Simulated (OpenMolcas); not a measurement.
# Pt⁵⁺ among point charges: CASSCF and CASPT2 levels and susceptibility

Aim: the splitting of the states of Pt⁵⁺ in the field of 6 point charges, its lowest levels with spin-orbit coupling and its magnetic susceptibility.

Program: OpenMolcas 26.06. Level of theory: state-averaged CASSCF and CASPT2, spin-orbit coupling by RASSI with atomic mean-field integrals. These are calculated values, not measurements, unless marked.

## (1) Starting point

- Species: Pt⁵⁺ (platinum, Z = 78, 73 electrons)
- Basis: ANO-RCC-VTZP [8s7p5d3f1g], 84 functions
- Scalar Hamiltonian: DKH2, point nucleus
- Inactive shells: 1s 2s 2p 3s 3p 3d 4s 4p 4d 4f 5s 5p
- Active space: 5 electrons in 5 orbitals (5d)
- Some configurations of this space: 5d5
- Orbitals: optimised for each spin and parity, averaged over all roots

The outer shells:

5d5
```
5d [↑ ][↑ ][↑ ][↑ ][↑ ]
```

The ion sits among 6 point charges of -1 e arranged as a trigonal antiprism (D3d), 2.16 Å from the ion, with a polar angle of 53.6° against the regular 54.74°.

The work runs as a chain of OpenMolcas steps in one folder; each step below is one input file. Labels, J, g values, rates, χT and fits are worked out afterwards by a script from the matrices that RASSI stores. The input lists half of the charges; inversion (Group=XYZ) makes the rest.

## (2) GATEWAY and SEWARD: basis and integrals

a.inp

```
&GATEWAY
Coord
1

Pt 0.0 0.0 0.0
Basis=ANO-RCC-VTZP
Group=XYZ
NoMove
AngMom=0.0 0.0 0.0
AMFI
XField
3 Angstrom 0
0.000000 1.739485 1.280543 -1.000000
1.506438 -0.869743 1.280543 -1.000000
1.506438 0.869743 -1.280543 -1.000000
&SEWARD
```

Started as:

```bash
$ OMP_NUM_THREADS=1 MOLCAS_MEM=1689 MOLCAS_PROJECT=a pymolcas a.inp > a.log
```

## (3) Reference wave functions, sextets of even parity, 1 root

a.inp

```
&RASSCF
FileOrb=start.orb
Symmetry=1
Spin=6
nActEl=5 0 0
Inactive=15 19
Ras2=5 0
CIRoot=1 1 1
SDav=1
CIMx=300
Iter=120 100
PrWF=0.3
OrbListing=Nothing
MaxOrb=0
>>> COPY $Project.JobIph JOB001
```

start.orb holds the contracted functions of the basis, ordered by shell, or the orbitals of the step before.

## (4) Reference wave functions, quartets of even parity, 24 roots

a.inp

```
&RASSCF
FileOrb=start.orb
Symmetry=1
Spin=4
nActEl=5 0 0
Inactive=15 19
Ras2=5 0
CIRoot=24 24 1
SDav=24
CIMx=300
Iter=120 100
PrWF=0.3
OrbListing=Nothing
MaxOrb=0
>>> COPY $Project.JobIph JOB002
```

## (5) Reference wave functions, doublets of even parity, 75 roots

a.inp

```
&RASSCF
FileOrb=start.orb
Symmetry=1
Spin=2
nActEl=5 0 0
Inactive=15 19
Ras2=5 0
CIRoot=75 75 1
SDav=75
CIMx=300
Iter=120 100
PrWF=0.3
OrbListing=Nothing
MaxOrb=0
>>> COPY $Project.JobIph JOB003
```

## (6) RASSI: spin-orbit coupling between the states

a.inp

```
&RASSI
NrOfJobIphs=3 1 24 75
1
1 2 3 4 5 6 7 8 9 10 11 12 13 14 15 16 17 18 19 20 21 22 23 24
1 2 3 4 5 6 7 8 9 10 11 12 13 14 15 16 17 18 19 20 21 22 23 24 25 26 27
28 29 30 31 32 33 34 35 36 37 38 39 40 41 42 43 44 45 46 47 48 49 50 51
52 53 54 55 56 57 58 59 60 61 62 63 64 65 66 67 68 69 70 71 72 73 74 75
IphNames
JOB001
JOB002
JOB003
EJob
SpinOrbit
DIPRint=1.0
SOCoupling=1000.0
Subsets=2
Property=9
'ANGMOM' 1 'ANGMOM' 2 'ANGMOM' 3 'MLTPL  1' 1 'MLTPL  1' 2 'MLTPL  1' 3
'AMFI' 1 'AMFI' 2 'AMFI' 3
SOProperty=3
'ANGMOM' 1 'ANGMOM' 2 'ANGMOM' 3
```

## (7) CASPT2: IPEA 0.25, imaginary shift 0.1 (closed shells correlated: 5s 5p)

a.inp

```
>>> COPY JOB001 $Project.JobIph
&CASPT2
Multistate=1 1
Frozen=14 16
IPEA=0.25
Imaginary=0.1
MaxIter=60
WThr=0.0 0.3 0.05
PrWF=0.5
NoMix
>>> COPY JOB002 $Project.JobIph
&CASPT2
Multistate=24 1 2 3 4 5 6 7 8 9 10 11 12 13 14 15 16 17 18 19 20 21 22
23 24
NoMult
Frozen=14 16
IPEA=0.25
Imaginary=0.1
MaxIter=60
WThr=0.0 0.3 0.05
PrWF=0.5
NoMix
>>> COPY JOB003 $Project.JobIph
&CASPT2
Multistate=75 1 2 3 4 5 6 7 8 9 10 11 12 13 14 15 16 17 18 19 20 21 22
23 24 25 26 27 28 29 30 31 32 33 34 35 36 37 38 39 40 41 42 43 44 45 46
47 48 49 50 51 52 53 54 55 56 57 58 59 60 61 62 63 64 65 66 67 68 69 70
71 72 73 74 75
NoMult
Frozen=14 16
IPEA=0.25
Imaginary=0.1
MaxIter=60
WThr=0.0 0.3 0.05
PrWF=0.5
NoMix
```

(Steps that only read results are left out.)

Q: Predict the outcome of this session. Wanted: spin-free ground state; lowest level; next level.

The runs gave:

```
                 quantity                                                                        value
                   method  SS-CASPT2, IPEA 0.25, imaginary shift 0.1 (closed shells correlated: 5s 5p)
   spin-free ground state                                              6A1, 1-fold in its orbital part
             lowest level                                            2-fold E1/2, g = 2.23, 2.23, 5.09
               next level                                                                    70.0 cm⁻¹
              χT at 300 K                                                               3.98 cm³ K/mol
effective moment at 300 K                                                                      5.64 μB
```

Cost by method:

| method | time of its own steps | time with the reference |
| --- | --- | --- |
| A. CASSCF | 27 s | 27 s |
| B. SS-CASPT2, IPEA 0.25, imaginary shift 0.1, +5s 5p | 18 s | 45 s |

Times are of one thread on a shared host.

In words: The spin-free ground state (6A1) comes to 100 % from free-ion S terms and keeps the highest spin of the shell. χT at 300 K is 3.98, against 4.39 cm³ K/mol for the spin alone, so spin-orbit coupling lowers it. An active space of the d shell alone favours high spin; real ions in strong fields can be low spin. CASPT2 does not keep the components of a term degenerate, and the means are used. The field of point charges can differ much from that of real complexes. With metal d orbitals alone active, the gaps between spin states are rough; where two lie within a few thousand cm-1, their order is open. Point charges carry no covalency, so the field is a model and not that of real ligands.
